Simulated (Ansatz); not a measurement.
# AsGaH3: the cost of one run

Program: Ansatz 0.2.0, Gaussian basis. Level of theory: cc-pVTZ, all electrons in the functionals, frozen cores in the correlation of double hybrids and RPA. These are calculated values, not measurements.

The runs, in order: PBE, r2SCAN, PBE0, B3LYP, wB97M-V, B2PLYP, RPA-PBE, at charge 0, doublet; charge 0, quartet; charge 1, singlet; charge 1, triplet.

9 further runs of the same task are left out: 4 for a known fault of the program, 5 set aside as unsound or not needed.

### 1 The geometry

The geometry is a PBE0/def2-TZVP stationary point (not a proven minimum). No spin-orbit coupling is included. The filled d shell of Ga, As may be among the frozen orbitals whatever the setting's name suggests; the logs give the count.

5 atoms, charge 0, spin multiplicity 2.

Atoms are counted from 1 here; the program's logs count them from 0.

Bond lengths: Ga1–As2 2.429 Å, Ga1–H3 1.570 Å, Ga1–H4 1.571 Å, As2–H5 1.528 Å. Angles: As2–Ga1–H3 121.6°, As2–Ga1–H4 117.4°, H3–Ga1–H4 121.0°, Ga1–As2–H5 92.3°.

No dispersion term is added; wB97M-V holds VV10 nonlocal correlation. B3LYP takes the VWN-RPA correlation.

The geometry shown and the zero of energy belong to the point charge 0, doublet. The yardstick, UCCSDT(Q), and other wave-function levels (R restricted, U unrestricted, valence and pair active spaces) come from earlier runs.

### 2 PBE, charge 0, doublet

in.yaml

```yaml
crystal:
  periodic: [false, false, false]
  atoms:
    - {symbol: Ga, position_ang: [0.000000, 0.014415, 1.238887]}
    - {symbol: As, position_ang: [0.000000, -0.033499, -1.189827]}
    - {symbol: H, position_ang: [0.000000, 1.367489, 2.035604]}
    - {symbol: H, position_ang: [0.000000, -1.366169, 1.989099]}
    - {symbol: H, position_ang: [0.000000, 1.491546, -1.281680]}
basis:
  gaussian: {orbitals: cc-pVTZ}
magnetization: {spin_polarized: true, initial_magnetization: 1}
hamiltonian: {xc: {name: PBE}}
output: {orbitals: {seedname: orbitals}}
```

Launch:

```console
$ ansatz run in.yaml --threads 2 --pin off --events-out ev --progress --plain --max-ram 24576MiB --backend cuda --devices 0, --max-vram 18GiB
```

Q: Estimate wall time and peak memory on 1 × H100 (card shared with other runs) with 2 threads of AMD EPYC 7R13, shared host.

About 9.5 s, with a peak of 0.78 GiB on the host.
